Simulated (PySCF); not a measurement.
# Zn³⁺: dipole response in aug-cc-pVTZ-PP with ECP10

Aim: the static polarisability and the C₆ coefficient of Zn³⁺, method by method.

Program: PySCF 2.14.0. Level of theory: unrestricted determinants in a Gaussian basis, no spin-orbit coupling in the energies. These are calculated values, not measurements, unless marked.

### Step 1. The system

```
Element     : zinc (Z = 30)
Basis       : aug-cc-pVTZ-PP with ECP10MDF (6s6p5d3f2g, 88 functions)
Hamiltonian : a scalar-relativistic core potential
State 1     : Zn³⁺: [Ar] 3d9, 2D determinant
Methods     : CAM-B3LYP
```

The outer shells:

Zn3+ [Ar] 3d9
```
[Ar] core
3d [↑↓][↑↓][↑↓][↑↓][↑ ]
```

One driver process ran all states and methods and kept the integrals in memory. Each run is shown as a PySCF script that sums up its settings (the driver passes frozen orbitals as a list and adds second-order terms of double hybrids); the logs are those of the runs themselves. The driver starts from symmetry-adapted Hartree-Fock orbitals, holds the occupation by maximum overlap and uses a logarithmic radial grid for functionals, so a plain start would take other cycles.

The integrals over 88 functions and the set-up took 1.1 s of CPU time.

### Step 2. Zn³⁺, at CAM-B3LYP

#### CAM-B3LYP

input.py reads:

```python
from pyscf import gto, scf, dft, mp, cc
import basis_set_exchange as bse
txt = bse.get_basis("aug-cc-pVTZ-PP", elements=["Zn"], fmt="nwchem", header=False)
cut = txt.index("\nECP")
mol = gto.M(atom="Zn 0 0 0", charge=3, spin=1, symmetry="D2h",
            basis=gto.basis.parse(txt[:cut]),
            ecp={"Zn": gto.basis.parse_ecp(txt[cut:])})
mf = dft.UKS(mol, xc="CAMB3LYP")
mf.irrep_nelec = {'Ag': (3, 2), 'B1g': (1, 1), 'B2g': (1, 1), 'B3g': (1, 1), 'B1u': (1, 1), 'B2u': (1, 1), 'B3u': (1, 1)}
mf.kernel()
```

What it wrote:

```text
damping factor = 0
level_shift factor = 0
DIIS = <class 'pyscf.scf.diis.CDIIS'>
diis_start_cycle = 1
diis_space = 10
diis_damp = 0
SCF conv_tol = 1e-09
SCF conv_tol_grad = None
number electrons alpha = 9  beta = 8
XC functionals = CAMB3LYP
    T. Yanai, D. P. Tew, and N. C. Handy.,  Chem. Phys. Lett. 393, 51 (2004)
cycle= 1 E= -224.580104200943  delta_E= -0.014  |g|= 0.0441  |ddm|= 0.265
cycle= 2 E= -224.580071610891  delta_E= 3.26e-05  |g|= 0.0532  |ddm|= 0.0311
cycle= 3 E= -224.580378444543  delta_E= -0.000307  |g|= 0.00146  |ddm|= 0.0196
cycle= 4 E= -224.580378922876  delta_E= -4.78e-07  |g|= 0.00023  |ddm|= 0.000682
cycle= 5 E= -224.580378962478  delta_E= -3.96e-08  |g|= 5.26e-05  |ddm|= 0.00028
cycle= 6 E= -224.580378964669  delta_E= -2.19e-09  |g|= 7.07e-06  |ddm|= 7.82e-05
cycle= 7 E= -224.580378964695  delta_E= -2.65e-11  |g|= 1.09e-06  |ddm|= 7.95e-06
converged SCF energy = -224.580378964695  <S^2> = 0.75051527  2S+1 = 2.0005152
```

CPU time 19 s on a shared host, the integrals not counted.

The occupied shells:

```csv
shell,electrons,mean orbital energy (eV),spread (eV),rms radius (bohr)
3s α,1,-180.87,0,0.731
3s β,1,-178.99,0,0.731
3p α,3,-133.11,2.513,0.770
3p β,3,-131.13,0.305,0.770
3d α,5,-56.422,2.815,0.919
3d β,4,-55.105,2.020,0.919
```

⟨S²⟩ = 0.751, ⟨L²⟩ = 6.01.

The driver then solved the coupled dipole response at imaginary frequencies: mean α = 1.448 bohr³ (xx, yy, zz: 1.408, 1.408, 1.527), C₆ = 3.224 au for a like pair.

Energies and moments cover only the electrons outside the core potential.

Radial density 4πr²ρ of Zn³⁺ at CAM-B3LYP, the electrons outside the core potential:

```csv
r (bohr),density,spin density
0.00574,1.27e-05,0.000
0.00965,3.45e-05,0.000
0.0162,9.37e-05,0.000
0.0273,0.000368,0.000
0.0459,0.00351,0.000
0.0772,0.0458,0.005
0.130,0.468,0.051
0.219,3.24,0.312
0.368,14.4,0.966
0.618,24.1,1.241
1.04,9.35,0.557
1.75,1.08,0.081
2.94,0.0274,0.001
4.95,5.05e-05,0.000
```

### Step 3. The response side by side

Zn³⁺, in atomic units:

```csv
method,mean α,C₆ (like pair),S(−4)
CAM-B3LYP,1.448,3.224,0.7043
```

α(iu) at CAM-B3LYP:

```csv
u (hartree),α(iu) (bohr³)
0,1.448
0.0500,1.446
0.100,1.441
0.200,1.421
0.300,1.390
0.500,1.305
0.750,1.184
1.00,1.067
1.50,0.8714
2.00,0.7208
3.00,0.5119
5.00,0.2932
```

### Step 4. Results

```
 quantity                    value
α of Zn³⁺  1.448 (CAM-B3LYP) bohr³
```

In words: A single London oscillator with the computed α and C₆ of Zn³⁺ at CAM-B3LYP would have ω = 4 C₆ / (3 α²) = 2.05 hartree. The basis is finite, and no extrapolation was made.
